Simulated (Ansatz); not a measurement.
LaCl3O3, space group P-62m, a breakdown of dispersion, smearing and cutoff terms

With the Python package of Ansatz (0.2.0).

`lacl3o3.cif`
```cif
data_LaCl3O3
_cell_length_a 7.062405
_cell_length_b 7.062405
_cell_length_c 4.079032
_cell_angle_alpha 90.00000
_cell_angle_beta 90.00000
_cell_angle_gamma 120.00000
_symmetry_space_group_name_H-M 'P 1'
_symmetry_Int_Tables_number 1
loop_
_symmetry_equiv_pos_as_xyz
'x, y, z'
loop_
_atom_site_label
_atom_site_type_symbol
_atom_site_fract_x
_atom_site_fract_y
_atom_site_fract_z
La1 La    0.000000    0.000000    0.000000
Cl2 Cl    0.701442    0.000000    0.500000
Cl3 Cl    0.000000    0.701442    0.500000
Cl4 Cl    0.298558    0.298558    0.500000
O5 O    0.646740    0.646740    0.000000
O6 O    0.353260    0.000000    0.000000
O7 O    0.000000    0.353260    0.000000
```

Run as a notebook:

```python
import ansatz
from ase.io import read
```

```python
atoms = read("lacl3o3.cif")
system = ansatz.Crystal.from_ase(atoms)
```

```python
calculation = system.calculation()
calculation = calculation.occupations("Fermi-Dirac", width=0.01)
calculation = calculation.kpoints(2, 2, 3)
calculation = calculation.scf(tolerance=1e-09)
with_term = calculation.functional("rpbe", dispersion="d4").basis(340).cutoff_correction(490).run().report
without = calculation.functional("rpbe").basis(340).run().report
finer = calculation.functional("rpbe").basis(490).run().report
removed = ansatz.free_energy_without(with_term, ansatz.EnergyTerm.DISPERSION)
print(f"dispersion term            {with_term['components']['e_disp']:.5f} eV")
print(f"F less dispersion          {removed:.5f} eV, run without it {without['free_energy_ev']:.5f} eV")
print(f"F less smearing term       {ansatz.free_energy_without(without, ansatz.EnergyTerm.SMEARING):.5f} eV")
print(f"estimated gain to 490 eV   {with_term['cutoff_correction']['energy_ev']:.5f} eV, found {finer['free_energy_ev'] - without['free_energy_ev']:.5f} eV")
```

    DeckWarning: basis.ecutwfc = 340 eV is below the records' recommended 420 eV, and the density's cutoff is lower with it unless basis.ecutrho_ratio is high enough to keep the records' density cutoff: compare with a run at a higher cutoff
    dispersion term            -1.87756 eV
    F less dispersion          -11209.28769 eV, run without it -11209.28769 eV
    F less smearing term       -11209.27777 eV
    estimated gain to 490 eV   -0.37391 eV, found -0.36761 eV

Reading the output:
- These settings explore the input space; cutoff and mesh may be short of convergence.
- The cutoff lies under the one recommended for these potentials in some of the runs.
- Dispersion corrections can be off by several per cent in the lattices of metals, and by several GPa in the pressure at a fixed cell.
- For a metal this mesh is far too coarse, so the numbers only illustrate the procedure.
- This cell is a computed structure, which may not be the phase found in nature.
- Warnings are shown shortened and without file and line.
- Wall time of the script: 5.3 s on 1 thread of Intel(R) Xeon(R) 6975P-C (Granite Rapids), with other jobs on the host, peak memory 0.52 GiB.
